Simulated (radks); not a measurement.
**Valence configurations of Se⁺**

Aim: which of several valence configurations of Se⁺ lies lowest at this level, and whether it is the one NIST lists ([Ar] 3d10 4s2 4p3).

The numbers are computed with radks (a radial shooting solver on a logarithmic mesh, Libxc functionals) version 1 (Dirac Kohn-Sham, PBE, spin-unpolarised, spherical densities, finite nucleus; open shells are shared between the two j in proportion to 2j + 1), except any that are marked as measured or tabulated.

## (1) Starting point

```
element            : selenium (Z = 34)
charge             : +1
electrons          : 33
configuration      : [Ar] 3d10 4s2 4p3
nuclear rms radius : 4.14 fm
others tried       : 3d9 4s2 4p4; 3d10 4p5; 3d10 4s1 4p4; 3d10 4s1.5 4p3.5; 3d8 4s2 4p5; 3d8 4s1.5 4p5.5; 3d9.5 4s2 4p3.5; 3d8.5 4s2 4p4.5; 3d9 4s1 4p5
```

The outer shells:

Se⁺
```
[Ar] core
3d [↑↓][↑↓][↑↓][↑↓][↑↓]
4s [↑↓]
4p [↑ ][↑ ][↑ ]
```

## (2) [Ar] 3d10 4s2 4p3

Input:

```text
Z 34
configuration [Ar] 3d10 4s2 4p3
relativity Dirac
functional pbe,pbe
spin unpolarised
j_filling average
nucleus finite rms 4.14 fm
c 137.035999084
```

## (3) [Ar] 3d9 4s2 4p4

Input: that of step 2 with these lines changed.

```diff
@@ -1,3 +1,3 @@
 Z 34
-configuration [Ar] 3d10 4s2 4p3
+configuration [Ar] 3d9 4s2 4p4
 relativity Dirac
```

## (4) [Ar] 3d10 4p5

Input: that of step 3 with these lines changed.

```diff
@@ -1,3 +1,3 @@
 Z 34
-configuration [Ar] 3d9 4s2 4p4
+configuration [Ar] 3d10 4p5
 relativity Dirac
```

## (5) [Ar] 3d10 4s1 4p4

Input: that of step 4 with these lines changed.

```diff
@@ -1,3 +1,3 @@
 Z 34
-configuration [Ar] 3d10 4p5
+configuration [Ar] 3d10 4s1 4p4
 relativity Dirac
```

## (6) [Ar] 3d10 4s1.5 4p3.5

Input: that of step 5 with these lines changed.

```diff
@@ -1,3 +1,3 @@
 Z 34
-configuration [Ar] 3d10 4s1 4p4
+configuration [Ar] 3d10 4s1.5 4p3.5
 relativity Dirac
```

## (7) [Ar] 3d8 4s2 4p5

Input: that of step 6 with these lines changed.

```diff
@@ -1,3 +1,3 @@
 Z 34
-configuration [Ar] 3d10 4s1.5 4p3.5
+configuration [Ar] 3d8 4s2 4p5
 relativity Dirac
```

## (8) [Ar] 3d8 4s1.5 4p5.5

Input: that of step 7 with these lines changed.

```diff
@@ -1,3 +1,3 @@
 Z 34
-configuration [Ar] 3d8 4s2 4p5
+configuration [Ar] 3d8 4s1.5 4p5.5
 relativity Dirac
```

## (9) [Ar] 3d9.5 4s2 4p3.5

Input: that of step 8 with these lines changed.

```diff
@@ -1,3 +1,3 @@
 Z 34
-configuration [Ar] 3d8 4s1.5 4p5.5
+configuration [Ar] 3d9.5 4s2 4p3.5
 relativity Dirac
```

## (10) [Ar] 3d8.5 4s2 4p4.5

Input: that of step 9 with these lines changed.

```diff
@@ -1,3 +1,3 @@
 Z 34
-configuration [Ar] 3d9.5 4s2 4p3.5
+configuration [Ar] 3d8.5 4s2 4p4.5
 relativity Dirac
```

## (11) [Ar] 3d9 4s1 4p5

Input: that of step 10 with these lines changed.

```diff
@@ -1,3 +1,3 @@
 Z 34
-configuration [Ar] 3d8.5 4s2 4p4.5
+configuration [Ar] 3d9 4s1 4p5
 relativity Dirac
```

Before running it: what results should come out? Wanted: for each run, valence; E − E(NIST configuration); highest level; its energy; 1s shift.

As calculated:

| valence | E − E(NIST configuration) (eV) | highest level | its energy (eV) | 1s shift (eV) |
| --- | --- | --- | --- | --- |
| 3d10 4s2 4p3 | 0.000 | 4p3/2 | -15.261 | +0.00 |
| 3d10 4s1.5 4p3.5 | 5.744 | 4p3/2 | -15.606 | -0.85 |
| 3d10 4s1 4p4 | 11.529 | 4p3/2 | -15.940 | -1.68 |
| 3d10 4p5 | 23.222 | 4p3/2 | -16.584 | -3.29 |
| 3d9.5 4s2 4p3.5 | 25.341 | 4p3/2 | -16.180 | -7.17 |
| 3d9 4s2 4p4 | 53.232 | 4p3/2 | -17.086 | -14.55 |
| 3d9 4s1 4p5 | 65.652 | 4p3/2 | -17.712 | -16.10 |
| 3d8.5 4s2 4p4.5 | 83.739 | 4p3/2 | -17.982 | -22.14 |
| 3d8 4s2 4p5 | 116.93 | 4p3/2 | -18.869 | -29.93 |
| 3d8 4s1.5 4p5.5 | 123.54 | 4p3/2 | -19.164 | -30.66 |

**Reading.** Theory agrees with NIST among these: the next, 3d10 4s1.5 4p3.5, lies 5.744 eV higher. The energies are those of spherical spin-averaged densities, not of single terms. The 1s eigenvalue shifts by up to 30.66 eV as the valence charge is rearranged.
